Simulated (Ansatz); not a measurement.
Write a Python script for Ansatz's Python interface that makes a ladder of methods at one geometry of C2H6BClS, SMILES CB(S)CCl. Use (for the species named): PBE, cc-pVDZ basis, multiplicity 1. The script varies functional: pbe, cam_b3lyp, blyp, lda, hse06, b3lyp.

```yaml
atoms:
  - { symbol: C, position_ang: [-1.0848, -0.1019, 0.9943] }
  - { symbol: B, position_ang: [0.2340, 0.1517, 0.2059] }
  - { symbol: S, position_ang: [1.3253, 1.6030, 0.6457] }
  - { symbol: C, position_ang: [0.7561, -0.8581, -0.9307] }
  - { symbol: Cl, position_ang: [0.7957, -0.0350, -2.5087] }
  - { symbol: H, position_ang: [-1.2706, 0.7593, 1.7371] }
  - { symbol: H, position_ang: [-1.0954, -1.0403, 1.4960] }
  - { symbol: H, position_ang: [-1.9363, -0.0079, 0.2537] }
  - { symbol: H, position_ang: [0.7390, 2.4602, -0.2382] }
  - { symbol: H, position_ang: [-0.0581, -1.6882, -0.9879] }
  - { symbol: H, position_ang: [1.6606, -1.2998, -0.6466] }
```

Script `methods_c2h6bcls.py`:
```python
from pathlib import Path
import logging
import sys

import ansatz
import numpy as np

logging.basicConfig(stream=sys.stdout, format="[%(levelname)s] %(message)s")
logger = logging.getLogger("ansatz_job")
logger.setLevel(logging.INFO)

SETTINGS = {
    "basis_set": "cc-pVDZ",
}


def main() -> None:
    geometry_ang = [
        ("C", [-1.0848, -0.1019, 0.9943]),
        ("B", [0.234, 0.1517, 0.2059]),
        ("S", [1.3253, 1.603, 0.6457]),
        ("C", [0.7561, -0.8581, -0.9307]),
        ("Cl", [0.7957, -0.035, -2.5087]),
        ("H", [-1.2706, 0.7593, 1.7371]),
        ("H", [-1.0954, -1.0403, 1.496]),
        ("H", [-1.9363, -0.0079, 0.2537]),
        ("H", [0.739, 2.4602, -0.2382]),
        ("H", [-0.0581, -1.6882, -0.9879]),
        ("H", [1.6606, -1.2998, -0.6466]),
    ]
    molecule = ansatz.Crystal.molecule()
    for symbol, xyz in geometry_ang:
        molecule = molecule.atom(symbol, xyz)

    model = molecule.calculation()
    model = model.basis(gaussian=SETTINGS["basis_set"])
    model = model.scf(lower_state_search="off")

    logger.info("functional    E (Ha)        dipole (D)   HOMO (eV)  LUMO (eV)")
    for name in ["pbe", "cam_b3lyp", "blyp", "lda", "hse06", "b3lyp"]:
        data = model.functional(name).forces().orbitals().run(threads=1, pin="off", runs_dir="runs").report
        lines = Path(data["orbitals_path"]).read_text().splitlines()
        field_of = lambda key: [line.split("=")[1].strip() for line in lines if line.startswith(key)]
        orbitals = [(27.211386 * float(e), s, float(n)) for e, s, n in zip(field_of("Ene="), field_of("Spin="), field_of("Occup="))]
        homo = max(e for e, _, n in orbitals if n > 0.5)
        lumo = min(e for e, _, n in orbitals if n < 0.5)
        dipole = 4.803205 * np.linalg.norm(data["charge_distribution"]["dipole_moment_e_ang"])
        logger.info(f"{name:10s} {data['free_energy_ev'] / 27.211386246:14.6f} {dipole:9.3f} {homo:11.3f} {lumo:10.3f}")


if __name__ == "__main__":
    main()
```

Running `python methods_c2h6bcls.py` prints:
```text
[INFO] functional    E (Ha)        dipole (D)   HOMO (eV)  LUMO (eV)
[INFO] pbe           -962.558350     1.963      -5.437     -2.732
[INFO] cam_b3lyp     -963.028249     2.048      -8.047     -0.567
[INFO] blyp          -962.992980     1.890      -5.232     -2.509
[INFO] lda           -959.159412     1.985      -5.518     -2.937
[INFO] hse06         -962.635685     2.078      -6.340     -2.178
[INFO] b3lyp         -963.113485     1.996      -6.446     -1.933
```

What to keep in mind:
- The settings weren't tested for convergence.
- The geometry is a force-field or estimated start, not a minimum of this method, and the basis set is short of its limit. A lower total doesn't mark the better method: functionals have no common bound, and MP2 and coupled cluster aren't variational.
- b3lyp holds the VWN-RPA fit, as in Gaussian; the form of ORCA and Turbomole is b3lyp5.
- Levels such as HOMO and LUMO are orbital energies: with these approximate functionals they aren't the ionisation energy and electron affinity, and their gap isn't the fundamental gap.
- For Al to Cl the sets with a tight d function, cc-pV(X+d)Z, are usual.
- hse06 follows the composition of plane-wave codes, whose totals differ by tens of mHa, up to about 0.1 Ha, from the form usual in Gaussian-basis programs (wpbeh).
- Timing: 23 s on 1 thread of Arm Neoverse V1, with other jobs on the host, peak memory 0.29 GiB.

(Lines on the test bed's own set-up are left out of the output.)
